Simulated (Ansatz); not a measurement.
# InICl₂: up Jacob's ladder to CCSD(T)

An exercise on one series of results from a longer session: the logs are not shown, and one member is left open.

The runs use Ansatz 0.2.0, Gaussian basis; functionals in def2-TZVPP, the program's frozen cores in correlated methods.

The runs, in order: LDA (SPW92), PBE-D4, revPBE-D4, BLYP-D4, r2SCAN-D4, B97M-V, PBE0-D4, B3LYP-D4, r2SCANh-D4, r2SCAN0-D4, HSE06-D4, BHLYP-D4, CAM-B3LYP-D4, LC-ωPBE, ωB97X-V, ωB97M-V, B2PLYP, PBE-QIDH; CCSD(T)/def2-SVP; CCSD(T)/def2-TZVPP; MP2/def2-QZVPP; extrapolation to the limit; RPA on PBE.

## Structure used throughout

All runs share one geometry, relaxed beforehand with PBE0-D4 in a triple-zeta def2 set. In, I take the def2 core potential; no spin-orbit term is included.

SMILES `[Cl][In]([Cl])[I]`, 4 atoms, charge 0, spin multiplicity 1.

Atoms are counted from 1 here; the program's logs count them from 0.

Bond lengths: Cl1–In2 2.302 Å, In2–Cl3 2.302 Å, In2–I4 2.617 Å. Angles: Cl1–In2–Cl3 117.0°, Cl1–In2–I4 121.5°, Cl3–In2–I4 121.5°.

The first run:

Input file in.yaml:

```yaml
crystal:
  periodic: [false, false, false]
  atoms:
    - {symbol: Cl, position_ang: [-1.689316, -1.184993, 1.071482]}
    - {symbol: In, position_ang: [0.023442, -0.052439, 0.031253]}
    - {symbol: Cl, position_ang: [2.170675, -0.616583, 0.639020]}
    - {symbol: I, position_ang: [-0.449301, 1.793716, -1.762056]}
basis:
  gaussian: {orbitals: def2-TZVPP}
hamiltonian: {xc: lda}
output: {orbitals: {seedname: orbitals}}
```

Launch:

```console
ansatz run in.yaml --threads 4 --pin off --events-out ev --progress --plain --max-ram 10444MiB
```

Steps of the session up to this table: LDA; PBE-D4 (GGA); revPBE-D4 (GGA); BLYP-D4 (GGA); r2SCAN-D4 (meta-GGA); B97M-V (meta-GGA); PBE0-D4 (hybrid); B3LYP-D4 (hybrid); r2SCANh-D4 (hybrid); r2SCAN0-D4 (hybrid); HSE06-D4 (hybrid); BHLYP-D4 (hybrid); CAM-B3LYP-D4 (range-separated); LC-ωPBE (range-separated); ωB97X-V (range-separated); ωB97M-V (range-separated); B2PLYP (double hybrid); PBE-QIDH (double hybrid).

One of the session's tables, all rows but one given; the rest of the session is left out.

It belongs to the step «Frontier levels by functional». 

```
  functional  HOMO (eV)  LUMO (eV)  gap (eV)
 LDA (SPW92)      -7.32      -4.06      3.25
      PBE-D4      -7.14      -3.74      3.40
   revPBE-D4      -7.08      -3.63      3.45
     BLYP-D4      -6.95      -3.68      3.27
   r2SCAN-D4      -7.46      -3.59      3.87
      B97M-V      -7.44      -3.52      3.92
     PBE0-D4      -8.30      -2.94      5.37
    B3LYP-D4      -8.04      -3.21      4.82
  r2SCANh-D4      -7.88      -3.29      4.59
  r2SCAN0-D4      -8.51      -2.85      5.67
    HSE06-D4      -7.91      -3.30      4.61
    BHLYP-D4      -9.27      -2.08      7.20
CAM-B3LYP-D4      -9.55      -2.01      7.54
     LC-ωPBE     -10.91      -0.79     10.12
     ωB97X-V     -10.57      -0.93      9.63
     ωB97M-V          ?          ?         ?
```

**Question.** Estimate the row for ωB97M-V.

The run gave: HOMO (eV): -10.43; LUMO (eV): -1.04; gap (eV): 9.39. In the column «HOMO (eV)» it lies between ωB97X-V (-10.57) and CAM-B3LYP-D4 (-9.55).
